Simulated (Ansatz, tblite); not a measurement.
GaSb: GFN2-xTB, run from Python

These are simulated results from tblite 0.8.0, not measurements. The cell was built from a prototype and was relaxed with r2SCAN in plane waves (Ansatz 0.2.0). Not every such cell is a known phase. All runs are without spin polarisation.

It is cubic, F-43m (No. 216); a = 6.132 Å in the conventional setting, 28.82 Å³ an atom. Ga is surrounded by 4 Sb at 2.66 Å; Sb is surrounded by 4 Ga at 2.66 Å.

tblite solves periodic systems at the zone centre alone, so the script builds a cluster of 2×2×2 conventional cells (64 atoms), which folds in a coarse mesh of k points.

Input script:

```python
import json
from ase import Atoms
from ase.build import make_supercell
from ase.units import Bohr, GPa, Hartree
from tblite.interface import Calculator

atoms = Atoms(['Ga', 'Sb'],
              cell=[[-0.0, 3.065879, 3.065879], [3.065879, 0.0, 3.065879], [3.065879, 3.065879, 0.0]],
              scaled_positions=[[-0.0, 0.0, 0.0], [0.25, 0.25, 0.25]],
              pbc=True)
cluster = make_supercell(atoms, [[-2, 2, 2], [-2, -2, 2], [2, -2, 2]])
calc = Calculator('GFN2-xTB', cluster.numbers, cluster.positions / Bohr, lattice=cluster.cell[:] / Bohr, periodic=cluster.pbc)
calc.set('temperature', 0.02 / Hartree)
calc.set('max-iter', 150)
res = calc.singlepoint()
levels = res.get('orbital-energies') * Hartree
nv = round(res.get('orbital-occupations').sum() / 2)
cells = len(cluster) // len(atoms)
out = {'energy_per_cell': res.get('energy') * Hartree / cells, 'homo': levels[nv - 1], 'lumo': levels[nv],
       'stress': (-res.get('virial') * Hartree / cluster.get_volume() / GPa).tolist(), 'charges': res.get('charges')[:len(atoms)].tolist(), 'electrons': 2 * nv / cells}
json.dump(out, open('results.json', 'w'))
for key, value in out.items():
    print(key, value)
```

Command: `python run.py`. It took 10 s on 1 thread of Intel(R) Xeon(R) 6975P-C (Granite Rapids), on a shared host, peak memory 0.13 GiB.

What it printed:

```
------------------------------------------------------------
  cycle        total energy    energy error   density error
------------------------------------------------------------
      1     -107.7740967293  -1.0811903E+02   2.3019544E-01
      2     -104.8358625103   2.9382342E+00   2.2593141E-01
      3     -110.1805469827  -5.3446845E+00   1.0681734E-01
      4     -110.5101380919  -3.2959111E-01   3.8549968E-02
      5     -110.5248742723  -1.4736180E-02   6.5685576E-03
      6     -110.5253963791  -5.2210678E-04   1.0014627E-02
      7     -110.5260407559  -6.4437679E-04   3.1527632E-03
      8     -110.5266192658  -5.7850989E-04   2.6882735E-03
      9     -110.5266164407   2.8251429E-06   2.6853516E-03
     10     -110.5260405411   5.7589959E-04   2.8557193E-03
     11     -110.5266089520  -5.6841096E-04   1.7207073E-03
     12     -110.5266211343  -1.2182303E-05   1.6848523E-03
     13     -110.5266175438   3.5905657E-06   1.6837476E-03
     14     -110.5266376105  -2.0066691E-05   1.6008069E-03
     15     -110.5267066014  -6.8990905E-05   1.2348110E-03
     16     -110.5267743838  -6.7782436E-05   8.6210902E-04
     17     -110.5267908154  -1.6431544E-05   7.2066607E-04
     18     -110.5268215576  -3.0742221E-05   2.0913301E-04
     19     -110.5268223251  -7.6750466E-07   6.4590234E-05
     20     -110.5268223294  -4.3069548E-09   6.4124196E-05
     21     -110.5268222501   7.9285513E-08   6.6938763E-05
     22     -110.5268224449  -1.9481705E-07   2.7570302E-05
     23     -110.5268224564  -1.1504937E-08   2.4398069E-05
     24     -110.5268224775  -2.1123924E-08   1.2783816E-05
------------------------------------------------------------

 total:                                   9.751 sec
energy_per_cell -93.98712601510036
homo -7.4989671966972145
lumo -6.751982346131127
stress [[6.682876839660695, 1.684124205015878e-08, -1.6859436359674173e-08], [1.6841242061020157e-08, 6.682876839660681, -1.6950343507601606e-08], [-1.6859436312424776e-08, -1.695034351311081e-08, 6.682876839660656]]
charges [-0.021592137804815725, 0.021597551951442473]
electrons 8.0
```

The cycle table is in hartree for the whole cluster, and the lines after it are in eV (the energy for one cell). The printed stress is in GPa and positive in compression, and the pressure is its mean diagonal.

GFN2-xTB gives a gap of 0.75 eV. On the same cell, plane-wave PBE (Ansatz, 8×8×8 k points and the special points) gives no gap at the points read and r2SCAN a gap of 0.41 eV; on shared hosts these took about 2.1 and 4.4 core-seconds on the 2-atom cell, against 10 for the script. Spin-orbit coupling, left out in all these runs, can cut or reorder the gap by tenths of an eV, up to about 1 eV with Pb or Bi. It shows a gap where PBE has none, though the cluster may miss the k points where PBE's bands overlap. xTB was fitted to molecules, so gaps, charges and pressures of solids can be far off, and the gap also depends on the size of the cluster.

The same script was run on cells scaled at fixed shape and fractional coordinates:

```json
{"volume (Å³/atom)": "25.36", "energy (meV/atom)": "245.9", "pressure (GPa, positive in compression)": "17.01", "gap (eV)": "2.17"}
{"volume (Å³/atom)": "27.09", "energy (meV/atom)": "95.4", "pressure (GPa, positive in compression)": "11.09", "gap (eV)": "1.16"}
{"volume (Å³/atom)": "28.82", "energy (meV/atom)": "0.0", "pressure (GPa, positive in compression)": "6.68", "gap (eV)": "0.75"}
{"volume (Å³/atom)": "30.55", "energy (meV/atom)": "-53.6", "pressure (GPa, positive in compression)": "3.31", "gap (eV)": "0.68"}
{"volume (Å³/atom)": "32.28", "energy (meV/atom)": "-75.0", "pressure (GPa, positive in compression)": "0.79", "gap (eV)": "0.66"}
```

The minimum lies beyond the largest of these volumes.

xTB was fitted mostly to molecules, and a small cluster samples few k points, so gaps, pressures and kinks along a curve can be far from a solid's.

No spin-orbit coupling is included; it can move band edges with weight on the heavy atoms by tenths of an eV.
